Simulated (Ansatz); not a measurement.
# C₇H₁₄O₂: a ladder of functionals and wavefunction methods

The task here is to estimate one member of a computed series from the others.

Computed with Ansatz 0.2.0, Gaussian basis. Level: functionals in def2-TZVPP, the program's frozen cores in correlated methods.

Levels to be run: LDA (SPW92), PBE-D4, revPBE-D4, BLYP-D4, r2SCAN-D4, B97M-V, PBE0-D4, B3LYP-D4, r2SCANh-D4, r2SCAN0-D4, HSE06-D4, BHLYP-D4, CAM-B3LYP-D4, LC-ωPBE, ωB97X-V, ωB97M-V, B2PLYP, PBE-QIDH; CCSD(T)/def2-SVP; CCSD(T)/def2-TZVPP; MP2/def2-QZVPP; extrapolation to the limit; RPA on PBE.

## The relaxed structure

The geometry comes from an earlier relaxation with PBE0-D4 in a triple-zeta def2 set; it is a stationary point, not always the lowest conformer.

SMILES `CCC(C)(C)OC(C)=O`, 23 atoms, charge 0, spin multiplicity 1.

Atoms are counted from 1 here; the program's logs count them from 0.

Bond lengths: C1–C2 1.518 Å, C1–H10 1.092 Å, C1–H11 1.092 Å, C1–H12 1.092 Å, C2–C3 1.528 Å, C2–H13 1.095 Å, C2–H14 1.095 Å, C3–C4 1.520 Å, C3–C5 1.519 Å, C3–O6 1.457 Å, C4–H15 1.088 Å, C4–H16 1.093 Å, C4–H17 1.091 Å, C5–H18 1.088 Å, C5–H19 1.092 Å, C5–H20 1.092 Å, O6–C7 1.335 Å, C7–C8 1.501 Å and more. Angles: C2–C1–H10 110.4°, C2–C1–H11 111.0°, C2–C1–H12 112.0°, H10–C1–H11 107.8°, H10–C1–H12 107.4°, H11–C1–H12 108.1°, C1–C2–C3 115.6°, C1–C2–H13 109.6°, C1–C2–H14 110.0°, C3–C2–H13 107.4°, C3–C2–H14 107.3°, H13–C2–H14 106.5°, C2–C3–C4 111.8°, C2–C3–C5 109.5°, C2–C3–O6 103.3°, C4–C3–C5 111.7°, C4–C3–O6 110.5°, C5–C3–O6 109.8° and more.

The first run:

in.yaml reads:

```yaml
crystal:
  periodic: [false, false, false]
  atoms:
    - {symbol: C, position_ang: [1.599948, -1.828168, 0.431529]}
    - {symbol: C, position_ang: [1.595956, -0.555433, -0.396042]}
    - {symbol: C, position_ang: [0.222514, 0.064601, -0.647175]}
    - {symbol: C, position_ang: [-0.725285, -0.917317, -1.315721]}
    - {symbol: C, position_ang: [0.381064, 1.335506, -1.464286]}
    - {symbol: O, position_ang: [-0.245458, 0.394218, 0.693218]}
    - {symbol: C, position_ang: [-1.435899, 0.963075, 0.899523]}
    - {symbol: C, position_ang: [-1.660804, 1.177425, 2.368276]}
    - {symbol: O, position_ang: [-2.223450, 1.261995, 0.040964]}
    - {symbol: H, position_ang: [2.624640, -2.150670, 0.627881]}
    - {symbol: H, position_ang: [1.108764, -1.671528, 1.393660]}
    - {symbol: H, position_ang: [1.092059, -2.649132, -0.078792]}
    - {symbol: H, position_ang: [2.213199, 0.203673, 0.094892]}
    - {symbol: H, position_ang: [2.051676, -0.742559, -1.373534]}
    - {symbol: H, position_ang: [-1.662950, -0.435142, -1.584351]}
    - {symbol: H, position_ang: [-0.256671, -1.307208, -2.222680]}
    - {symbol: H, position_ang: [-0.942999, -1.760045, -0.657787]}
    - {symbol: H, position_ang: [-0.580970, 1.811381, -1.645491]}
    - {symbol: H, position_ang: [1.036507, 2.040150, -0.947178]}
    - {symbol: H, position_ang: [0.837164, 1.091971, -2.426476]}
    - {symbol: H, position_ang: [-2.607615, 1.689745, 2.519673]}
    - {symbol: H, position_ang: [-1.673557, 0.214491, 2.883013]}
    - {symbol: H, position_ang: [-0.842731, 1.761868, 2.792483]}
basis:
  gaussian: {orbitals: def2-TZVPP}
hamiltonian: {xc: lda}
output: {orbitals: {seedname: orbitals}}
```

The run is started by

```sh
ansatz run in.yaml --threads 5 --pin off --events-out ev --progress --plain --max-ram 66560MiB --backend cuda --devices 0, --max-vram 37GiB
```

Among the steps run: LDA; PBE-D4 (GGA); revPBE-D4 (GGA); BLYP-D4 (GGA); r2SCAN-D4 (meta-GGA); B97M-V (meta-GGA); PBE0-D4 (hybrid); B3LYP-D4 (hybrid); r2SCANh-D4 (hybrid); r2SCAN0-D4 (hybrid); HSE06-D4 (hybrid); BHLYP-D4 (hybrid); CAM-B3LYP-D4 (range-separated); LC-ωPBE (range-separated); ωB97X-V (range-separated); ωB97M-V (range-separated); B2PLYP (double hybrid); PBE-QIDH (double hybrid).

One table of the session follows, with a row left open; its other results are not shown here.

It belongs to the step «Frontier levels by functional». 

| functional | HOMO (eV) | LUMO (eV) | gap (eV) |
| --- | --- | --- | --- |
| LDA (SPW92) | -6.20 | -0.94 | 5.27 |
| PBE-D4 | -6.00 | -0.67 | 5.33 |
| revPBE-D4 | -5.91 | -0.56 | 5.35 |
| BLYP-D4 | -5.91 | -0.57 | 5.34 |
| r2SCAN-D4 | -6.32 | -0.38 | 5.94 |
| B97M-V | -6.48 | -0.30 | 6.19 |
| PBE0-D4 | -7.64 | 0.48 | 8.12 |
| B3LYP-D4 | -7.40 | 0.18 | 7.58 |
| r2SCANh-D4 | -6.94 | 0.03 | 6.97 |
| r2SCAN0-D4 | -7.87 | 0.66 | 8.53 |
| HSE06-D4 | -7.23 | 0.09 | 7.32 |
| BHLYP-D4 | -9.23 | 1.58 | 10.81 |
| CAM-B3LYP-D4 | -9.12 | 1.66 | 10.78 |
| LC-ωPBE | -10.42 | 2.93 | 13.35 |
| ωB97X-V | -10.11 | 2.79 | 12.90 |
| ωB97M-V | ? | ? | ? |

Q: Estimate the row for ωB97M-V from the others.

The run gave: HOMO (eV): -10.06; LUMO (eV): 2.37; gap (eV): 12.43. In the column «HOMO (eV)» it lies between ωB97X-V (-10.11) and BHLYP-D4 (-9.23).
